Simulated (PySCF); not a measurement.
FSiSeH3, in a box:

```xyz
6
Lattice="12.0000 0.0000 0.0000 0.0000 12.0000 0.0000 0.0000 0.0000 13.0000" Properties=species:S:1:pos:R:3 pbc="T T T"
F     4.5437    6.4007    6.3322
Si    6.0776    6.2690    5.9050
Se    7.4824    6.9158    7.5504
H     6.3020    4.8508    5.5526
H     6.3202    7.1912    4.7749
H     7.3024    5.6611    8.2931
```

Base run:

| Property | Result |
| --- | --- |
| Program | PySCF 2.14.0 |
| Functional | M06-2X |
| Potentials or basis | pob-tzvp-rev2 (all-electron) |
| k mesh | 1 × 1 × 1 |
| Occupations | fixed |
| Spin | no spin polarisation |

Its results: gap between the frontier levels 9.76 eV.

**Question.** After a change of settings the same cell gave: gap between the frontier levels 12.32 eV. Which change was it?
A. functional from M06-2X to wB97X
B. functional from M06-2X to TASK
C. functional from M06-2X to TPSS; dispersion from none to D3(OP)

**Answer.** A.

Caveats: this is a molecule in a periodic box at the Γ point, so its band gap is the HOMO-LUMO gap; relativity is left out, which matters for the heavier elements; the basis of atomic orbitals isn't converged, which shifts pressures, moduli and gaps; this basis is made for solids and lacks diffuse functions, so gaps of a molecule come out too wide by an eV or more.

Not every run made on this cell is shown here.
